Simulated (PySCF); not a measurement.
# NaBi−: bond curves at several levels of theory

Aim: find the lowest electronic state of NaBi−, scan its bond at several levels of theory, and get bond length, wavenumber and dissociation energy from each curve.

Computed with PySCF 2.14.0. Level: Na def2-SVPD, Bi def2-SVPD with ECP60, scalar-relativistic core potentials.

4 further runs of the same task are left out: 4 set aside as unsound or not needed.

### Step 1. The job

Settings of the job:

* atoms: Na, Bi
* charge: -1
* basis: Na def2-SVPD, Bi def2-SVPD with ECP60
* Hamiltonian: scalar-relativistic core potentials
* basis functions: 50
* electrons treated: 35
* masses in u: 22.9898, 208.9804
* levels: PBE0, PBE, r²SCAN, TPSS, BP86, PW91, CAM-B3LYP
* grid: 80 radial by 434 angular points
* occupations: held fixed by the projection of orbital angular momentum
* dissociation limit: Na + Bi−, each in its ground configuration
* starting distance in angstrom: 3.135
* values of 2S to try: 1, 3

The run is started by

```console
$ OMP_NUM_THREADS=1 python dia.py task.json out
```

After this run come: First curve: PBE0; Excited determinants; PBE; r²SCAN; TPSS; BP86 (GGA); PW91 (GGA); CAM-B3LYP.

What does the calculation give? Wanted: for each run, Re; ωe; De; μ.

The runs gave:

Lowest PBE0 solution found, without spin–orbit coupling: ⁴Σ⁻ (quartet), unpaired electrons σ ↑, π ↑↑. State 2 has its PBE0 minimum 0.34 eV higher, as a spin-mixed determinant (⟨S²⟩ = 1.76), so this is no gap between pure states. The other levels ran on the lowest alone.

```
    level  Re (Å)  ωe (cm⁻¹)  De (eV)  μ (D)
      PBE   3.237      129.8     1.47   9.39
     PW91   3.233      130.5     1.50   9.30
     BP86   3.250      128.0     1.39   9.13
     TPSS   3.263      126.6     1.50   9.88
   r²SCAN   3.245      130.3     1.43   9.35
     PBE0   3.210      135.8     1.40   9.23
CAM-B3LYP   3.180      139.9     1.30   8.77
```

De is counted to Na + Bi− in their ground configurations. A positive dipole points from Na to Bi; in an ion it is taken about the centre of mass and does not tell which atom is negative.

**Reading.** Bond lengths run from 3.180 Å (CAM-B3LYP) to 3.263 Å (TPSS). Among the levels with a De in the table, it runs from 1.30 eV (CAM-B3LYP) to 1.50 eV (TPSS).

Spin–orbit coupling is left out, which matters for elements this heavy, above all for dissociation energies. At some levels the lowest empty orbital lies below the highest filled one (the two can be of opposite spin). With some functionals the highest level of the anion is positive, from self-interaction error or because the anion is truly unbound there; the finite basis then holds the extra electron, and no neutral molecule was run to test the binding. With spin–orbit coupling the term label itself may not hold.
